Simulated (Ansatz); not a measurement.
# C3H10MoN2O: vertical ionisation energy

The task here is to estimate one member of a computed series from the others.

Computed with Ansatz 0.2.0, Gaussian basis. Level: unrestricted cation, the program's frozen cores in correlated methods.

Plan: UKS PBE-D4/def2-TZVPP; UKS r2SCAN-D4/def2-TZVPP; UKS PBE0-D4/def2-TZVPP; UKS B3LYP-D4/def2-TZVPP; UKS wB97X-V/def2-TZVPP; UKS wB97M-V/def2-TZVPP; UKS B2PLYP/def2-TZVPP; UHF-CCSD(T)/def2-TZVPP; UHF-MP2/def2-QZVPP; extrapolation to the limit; then −ε(HOMO) from the neutral's earlier runs with LDA (SPW92), PBE-D4, revPBE-D4, BLYP-D4, r2SCAN-D4, B97M-V, PBE0-D4, B3LYP-D4, r2SCANh-D4, r2SCAN0-D4, HSE06-D4, BHLYP-D4, CAM-B3LYP-D4, LC-ωPBE, ωB97X-V, ωB97M-V.

**The geometry**

All runs share one geometry, relaxed beforehand with PBE0-D4 in a triple-zeta def2 set. Mo takes the def2 core potential; no spin-orbit term is included.

SMILES `C[N]=[Mo]([CH3])([OH])=[N]C`, 17 atoms, charge 0, spin multiplicity 1.

Atoms are counted from 1 here; the program's logs count them from 0.

Bond lengths: C1–N2 1.417 Å, C1–H8 1.096 Å, C1–H9 1.096 Å, C1–H10 1.096 Å, N2–Mo3 1.726 Å, Mo3–C4 2.120 Å, Mo3–O5 1.906 Å, Mo3–N6 1.727 Å, C4–H11 1.094 Å, C4–H12 1.091 Å, C4–H13 1.094 Å, O5–H14 0.959 Å, N6–C7 1.419 Å, C7–H15 1.096 Å, C7–H16 1.096 Å, C7–H17 1.096 Å. Angles: N2–C1–H8 112.0°, N2–C1–H9 109.8°, N2–C1–H10 110.9°, H8–C1–H9 107.9°, H8–C1–H10 108.5°, H9–C1–H10 107.6°, C1–N2–Mo3 162.0°, N2–Mo3–C4 103.1°, N2–Mo3–O5 112.8°, N2–Mo3–N6 110.3°, C4–Mo3–O5 112.9°, C4–Mo3–N6 103.2°, O5–Mo3–N6 113.7°, Mo3–C4–H11 108.6°, Mo3–C4–H12 112.3°, Mo3–C4–H13 108.9°, H11–C4–H12 108.7°, H11–C4–H13 109.6° and more.

Coordinates:

```xyz
17
charge 0, multiplicity 1
C     2.1568    0.3724    1.4806
N     1.4302    0.1467    0.2851
Mo    0.1538    0.0953   -0.8759
C    -0.0343   -1.9749   -1.2929
O     0.5271    1.1343   -2.4291
N    -1.3535    0.4841   -0.1269
C    -2.2321    0.8631    0.9214
H     1.4972    0.6066    2.3238
H     2.7300   -0.5245    1.7405
H     2.8680    1.1966    1.3564
H     0.8968   -2.3243   -1.7492
H    -0.2255   -2.5625   -0.3942
H    -0.8631   -2.1217   -1.9918
H    -0.1244    1.7196   -2.8196
H    -3.0006    0.0947    1.0605
H    -2.7419    1.8020    0.6792
H    -1.7034    0.9919    1.8723
```

The first run:

in.yaml reads:

```yaml
crystal:
  periodic: [false, false, false]
  atoms:
    - {symbol: C, position_ang: [2.156813, 0.372400, 1.480570]}
    - {symbol: N, position_ang: [1.430210, 0.146656, 0.285103]}
    - {symbol: Mo, position_ang: [0.153806, 0.095341, -0.875862]}
    - {symbol: C, position_ang: [-0.034282, -1.974931, -1.292939]}
    - {symbol: O, position_ang: [0.527113, 1.134337, -2.429056]}
    - {symbol: N, position_ang: [-1.353507, 0.484137, -0.126919]}
    - {symbol: C, position_ang: [-2.232115, 0.863058, 0.921382]}
    - {symbol: H, position_ang: [1.497154, 0.606641, 2.323757]}
    - {symbol: H, position_ang: [2.729952, -0.524483, 1.740546]}
    - {symbol: H, position_ang: [2.867969, 1.196624, 1.356395]}
    - {symbol: H, position_ang: [0.896756, -2.324340, -1.749231]}
    - {symbol: H, position_ang: [-0.225458, -2.562507, -0.394162]}
    - {symbol: H, position_ang: [-0.863148, -2.121652, -1.991806]}
    - {symbol: H, position_ang: [-0.124358, 1.719610, -2.819587]}
    - {symbol: H, position_ang: [-3.000593, 0.094749, 1.060502]}
    - {symbol: H, position_ang: [-2.741930, 1.801987, 0.679204]}
    - {symbol: H, position_ang: [-1.703382, 0.991875, 1.872303]}
basis:
  gaussian: {orbitals: def2-TZVPP}
total_charge: 1
magnetization: {spin_polarized: true, initial_magnetization: 1}
hamiltonian: {xc: pbe, dispersion: d4}
```

Steps of the session up to this table: Cation, UKS PBE-D4/def2-TZVPP; Cation, UKS r2SCAN-D4/def2-TZVPP; Cation, UKS PBE0-D4/def2-TZVPP; Cation, UKS B3LYP-D4/def2-TZVPP; Cation, UKS wB97X-V/def2-TZVPP; Cation, UKS wB97M-V/def2-TZVPP; Cation, UKS B2PLYP (frozen core)/def2-TZVPP; Cation, UHF-CCSD(T)/def2-TZVPP; Cation, UHF-MP2/def2-QZVPP.

One of the session's tables, all rows but one given; the rest of the session is left out.

For comparison, −ε(HOMO) of the neutral from earlier runs:

```
  functional  −ε(HOMO) (eV)
 LDA (SPW92)           5.73
      PBE-D4           5.57
   revPBE-D4           5.51
     BLYP-D4           5.46
   r2SCAN-D4           5.81
      B97M-V           5.91
     PBE0-D4           6.84
    B3LYP-D4           6.63
  r2SCANh-D4           6.29
  r2SCAN0-D4           7.01
    HSE06-D4           6.44
    BHLYP-D4           8.02
CAM-B3LYP-D4           8.16
     LC-ωPBE              ?
     ωB97X-V           9.12
     ωB97M-V           9.06
```

Q: Estimate the row for LC-ωPBE from the others.

The run gave: −ε(HOMO) (eV): 9.44. In the column «−ε(HOMO) (eV)» it is the highest.

Caveats from the session: The cation may have settled in a state other than its lowest; no search over hole states beyond the program's own was made.
